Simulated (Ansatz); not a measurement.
**BHLYP/def2-SVP (core potential) run of CH5FOSn (SMILES [CH3][SnH]([OH])[F])**

What is the energy change on altering one bond length of CH5FOSn at BHLYP/def2-SVP (core potential)? 

Program for the calculation: Ansatz 0.2.0.

116 further runs of the same task are left out: 116 set aside as unsound or not needed.

### 1 The structure to begin with

The species is CH5FOSn (9 atoms), meant as a singlet with charge 0. As SMILES, `[CH3][SnH]([OH])[F]`. Geometry: relaxed at PBE0-D4/def2-TZVP. This is one conformer, not always the lowest.

Bond lengths: C1–Sn2 2.120 Å, Sn2–O3 1.954 Å, Sn2–F4 1.928 Å, C1–H5 1.090 Å, C1–H6 1.090 Å, C1–H7 1.090 Å, Sn2–H8 1.697 Å, O3–H9 0.960 Å. Some angles: C1–Sn2–O3 112.2°, C1–Sn2–F4 104.4°, O3–Sn2–F4 104.6°, C1–Sn2–H8 121.5°, O3–Sn2–H8 105.6°, F4–Sn2–H8 107.3°, Sn2–C1–H5 109.8°, Sn2–C1–H6 110.0°, Sn2–C1–H7 108.7°, Sn2–O3–H9 113.8°.

### 2 A single-point energy at BHLYP/def2-SVP (core potential)

Input file job.yaml:

```yaml
crystal:
  periodic: [false, false, false]
  atoms:
    - {symbol: C, position_ang: [-0.348000, 1.320900, -0.172600]}
    - {symbol: Sn, position_ang: [-0.271200, -0.757400, 0.237600]}
    - {symbol: O, position_ang: [1.527400, -1.346400, 0.725000]}
    - {symbol: F, position_ang: [-0.613200, -1.596000, -1.464600]}
    - {symbol: H, position_ang: [-1.361700, 1.603400, -0.455800]}
    - {symbol: H, position_ang: [-0.043600, 1.885400, 0.708500]}
    - {symbol: H, position_ang: [0.329800, 1.539100, -0.997600]}
    - {symbol: H, position_ang: [-1.308700, -1.477000, 1.371800]}
    - {symbol: H, position_ang: [2.177700, -1.218400, 0.030600]}
basis:
  gaussian:
    orbitals: def2-SVP
output: {orbitals: {seedname: orbitals}}
accuracy: high
hamiltonian:
  xc: {name: BHLYP}
```

Run with:

```
$ ansatz run job.yaml --threads 1 --pin off --max-ram 3480MiB --events-out events.jsonl --progress --plain --runs-dir runs
```

The program printed:

```text
Warning: RAYON_NUM_THREADS=1 ignored (pool sized by the plan → 1); use --threads N
Functional definition: BHLYP
  name "BHLYP"
  parameter a = 0.5
  exchange = (1 - a)*b88_x + a*exact_x
  correlation = lyp_c
2210 factors; integrals over basis functions are off by at most 3.4e-9 eV
mean field evaluation 1: about -11697.5303 eV, gradient 6.3e1 eV
mean field evaluation 2: about -11694.9856 eV, gradient 7.4e1 eV
mean field evaluation 4: about -11704.9638 eV, gradient 2.3e0 eV
mean field evaluation 8: about -11705.2943 eV, gradient 4.1e-1 eV
mean field evaluation 16: about -11705.2947 eV, gradient 3.6e-5 eV
mean field -11705.29466113 eV, -430.1616446627 hartree, gradient 5.3e-8 eV, S^2 0.000000; 0 other end points of the search recorded, 0 dependent functions left out
reference -11705.29468971 eV, -430.1616457131 hartree; 25, 25 occupied and 68, 68 virtual orbitals, 2210 factors
Total energy: -11705.29468971 eV, -430.1616457131 hartree
```

Run time: 11 s. Hardware: 1 thread of Arm Neoverse V1, shared host; peak memory 0.34 GiB.

### 3 The distorted shape, same level

Input file in.yaml:

```yaml
crystal:
  periodic: [false, false, false]
  atoms:
    - symbol: C
      position_ang: [-0.245395, 1.572492, 0.338083]
    - symbol: Sn
      position_ang: [-0.168595, -0.505808, 0.748283]
    - symbol: O
      position_ang: [1.630005, -1.094808, 1.235683]
    - symbol: F
      position_ang: [-0.613200, -1.596000, -1.464600]
    - symbol: H
      position_ang: [-1.259095, 1.854992, 0.054883]
    - symbol: H
      position_ang: [0.059005, 2.136992, 1.219183]
    - symbol: H
      position_ang: [0.432405, 1.790692, -0.486917]
    - symbol: H
      position_ang: [-1.206095, -1.225408, 1.882483]
    - symbol: H
      position_ang: [2.280305, -0.966808, 0.541283]
basis:
  gaussian: {orbitals: def2-SVP}
hamiltonian: {xc: {name: BHLYP}}
accuracy: high
output: {orbitals: {seedname: orbitals}}
```

Run with:

```
$ ansatz run in.yaml --threads 1 --pin off --max-ram 3480MiB --events-out events.jsonl --progress --plain --runs-dir runs
```

The program printed:

```text
Warning: RAYON_NUM_THREADS=1 ignored (pool sized by the plan → 1); use --threads N
[... 5 set-up lines as earlier in the session ...]
2171 factors; integrals over basis functions are off by at most 7.4e-9 eV
mean field evaluation 1: about -11694.3986 eV, gradient 6.7e1 eV
mean field evaluation 2: about -11684.1701 eV, gradient 1.0e2 eV
mean field evaluation 4: about -11703.1582 eV, gradient 4.5e0 eV
mean field evaluation 8: about -11703.4994 eV, gradient 3.8e-1 eV
mean field evaluation 16: about -11703.4998 eV, gradient 3.8e-4 eV
mean field -11703.49977472 eV, -430.0956838039 hartree, gradient 7.2e-8 eV, S^2 0.000000; 0 other end points of the search recorded, 0 dependent functions left out
reference -11703.49980346 eV, -430.0956848600 hartree; 25, 25 occupied and 68, 68 virtual orbitals, 2171 factors
Total energy: -11703.49980346 eV, -430.0956848600 hartree
```

It took 11 s on 1 thread of Arm Neoverse V1, shared host; peak memory 0.34 GiB.

### 4 Results

At BHLYP/def2-SVP (core potential):

```
                                                          quantity          value
                                         first shape: total energy  -430.16165 Eh
                                          first shape: HOMO energy       -9.72 eV
                                          first shape: LUMO energy        0.89 eV
                                        first shape: HOMO–LUMO gap       10.61 eV
                                     distorted shape: total energy  -430.09568 Eh
                                      distorted shape: HOMO energy       -9.68 eV
                                      distorted shape: LUMO energy       -0.98 eV
                                    distorted shape: HOMO–LUMO gap        8.70 eV
energy change with the Sn2–F4 bond stretched from 1.928 to 2.507 Å       1.795 eV
```

What this shows: With the Sn2–F4 bond stretched from 1.928 to 2.507 Å the energy rises by 1.79 eV (173 kJ/mol). The first shape isn't relaxed at this level, so the change isn't measured from a minimum.
